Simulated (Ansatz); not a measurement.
# BrCl2FSi: geometry optimisation from a Python script

What geometry does BrCl2FSi take? Wanted for BrCl2FSi: a geometry optimisation. SMILES: F[Si](Cl)(Cl)Br.

Program: Ansatz 0.2.0 through its Python package. Level of theory: PBE0/def2-SVP. These are calculated values, not measurements.

## 1. The system

Bond lengths: F1–Si2 1.663 Å, Si2–Cl3 2.062 Å, Si2–Cl4 2.013 Å, Si2–Br5 2.210 Å. Angles: F1–Si2–Cl3 111.6°, F1–Si2–Cl4 108.4°, F1–Si2–Br5 110.0°, Cl3–Si2–Cl4 107.4°, Cl3–Si2–Br5 110.6°, Cl4–Si2–Br5 108.7°.

No structure file is read: the coordinates are typed or built in the script.

## 2. The script

run_opt.py

```python
'''Relax the BrCl2FSi molecule.'''

import ansatz as az
from ase import Atoms
import numpy as np


def main() -> None:
    atoms = Atoms(['F', 'Si', 'Cl', 'Cl', 'Br'], positions=[
        (1.1182, -0.9567, 0.9848),
        (0.0533, -0.0741, 0.0611),
        (-1.6272, 0.4507, 1.1337),
        (-0.5513, -1.2181, -1.4813),
        (1.0569, 1.7247, -0.7398),
    ])
    brcl2fsi = az.Crystal.molecule_from_ase(atoms)

    calc = (
        brcl2fsi.calculation()
        .basis(gaussian='def2-SVP')
        .functional('pbe0')
    )
    symbols = [site.symbol for site in brcl2fsi.cartesian_sites]
    start = np.array([site.position_ang for site in brcl2fsi.cartesian_sites], dtype=float)
    def progress(event):
        if event['event'] == 'relax_step':
            row = event['data']
            print(f'step {row["step"]:3d}  E = {row["lagrangian_ev"]:.6f} eV  max force {row["allowed_force_max_ev_ang"]:.4f} eV/A')


    rep = calc.relax(force_tolerance=0.01).session().plan().execute(on_event=progress).report
    end = np.array(rep['positions_ang'])

    print(f'E = {rep["free_energy_ev"]:.6f} eV = {rep["free_energy_ev"] / 27.211386246:.7f} Ha')
    print('converged:', rep['converged'], ' doubts:', rep['published_state_doubts'] or 'none')

    print('bond        before    after (A)')
    for i, j in [(0, 1), (1, 2), (1, 3), (1, 4)]:
        d0, d1 = (np.linalg.norm(xyz[i] - xyz[j]) for xyz in (start, end))
        print(f'{symbols[i]}{i}-{symbols[j]}{j}'.ljust(10), f'{d0:8.4f} {d1:8.4f}')
    with open('brcl2fsi_opt.xyz', 'w') as handle:
        handle.write(f'{len(symbols)}\nrelaxed BrCl2FSi\n')
        handle.writelines(f'{s:2s} {x:11.6f} {y:11.6f} {z:11.6f}\n' for s, (x, y, z) in zip(symbols, end))


if __name__ == '__main__':
    main()
```

## 3. What the engine is handed

The package turns the script's settings into the engine's input:

```yaml
crystal:
  periodic: [false, false, false]
  atoms:
    - { symbol: F, position_ang: [1.1182, -0.9567, 0.9848] }
    - { symbol: Si, position_ang: [0.0533, -0.0741, 0.0611] }
    - { symbol: Cl, position_ang: [-1.6272, 0.4507, 1.1337] }
    - { symbol: Cl, position_ang: [-0.5513, -1.2181, -1.4813] }
    - { symbol: Br, position_ang: [1.0569, 1.7247, -0.7398] }
basis:
  gaussian:
    orbitals: def2-SVP
hamiltonian:
  xc: pbe0
relax:
  f_tol: 0.01
```

## 4. Launch

On the command line:

```sh
> python run_opt.py
```

**Question.** What results will this script give? Wanted: total energy; dipole moment; moves of the relaxation; energy gained; last largest force component.

**Answer**, as computed:

| quantity | value |
| --- | --- |
| total energy | -105648.6840 eV |
| dipole moment | 0.67 D |
| moves of the relaxation | 3 |
| energy gained | 0.107 eV |
| last largest force component | 0.0099 eV/Å |

What this shows: The relaxation took 3 moves; the largest shift is 0.092 Å, of atom 1 (F). The end point is the stationary point reached from this start; no frequency run checks that it is a minimum, and the basis set is modest.
